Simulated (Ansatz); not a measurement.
TaTe:

```xyz
2
Lattice="3.4201 0.0000 0.0000 0.0000 3.4201 0.0000 0.0000 0.0000 3.4201" Properties=species:S:1:pos:R:3 pbc="T T T"
Ta    1.7100    1.7100    1.7100
Te    0.0000    0.0000    0.0000
```

The cell was built by a generator and needn't be a form met in nature.

```yaml
Program: Ansatz 0.2.0
Task: relaxation of cell and atoms
Functional: PBE
Dispersion: D4
Potentials_or_basis: Ansatz PAW
Cutoff: "420 eV (not typed: the program's choice for these potentials)"
k_mesh: 8 × 8 × 8
Occupations: fermi-dirac, width 0.05 eV
Spin: no spin polarisation
```

At the start: volume 20.00 Å³/atom.

Q: Where does the relaxation end?

A: It ends after 4 steps and the volume is 19.49 Å³/atom (-2.6 %); space group Pm-3m (No. 221, to 0.05 Å).

Step by step:
| step | energy change (eV) | largest force (eV/Å) | volume (Å³) |
| --- | --- | --- | --- |
| 1 | 0.0000 | 0.0000 | 40.00 |
| 2 | -0.0124 | 0.0000 | 39.09 |
| 3 | -0.0125 | 0.0000 | 38.98 |
| 4 | -0.0122 | 0.0000 | 38.98 |

Final structure:
```
Ta Te
1.0
     3.39072    0.00000    0.00000
     0.00000    3.39072    0.00000
     0.00000    0.00000    3.39072
Ta Te
1 1
Cartesian
  1.6954 1.6954 1.6954
  0.0000 0.0000 0.0000
```

Caveat: the plane-wave basis is chosen anew once the cell has moved, so the energies of steps on either side of that aren't comparable; pairwise dispersion overbinds metals, which lowers pressure and volume.
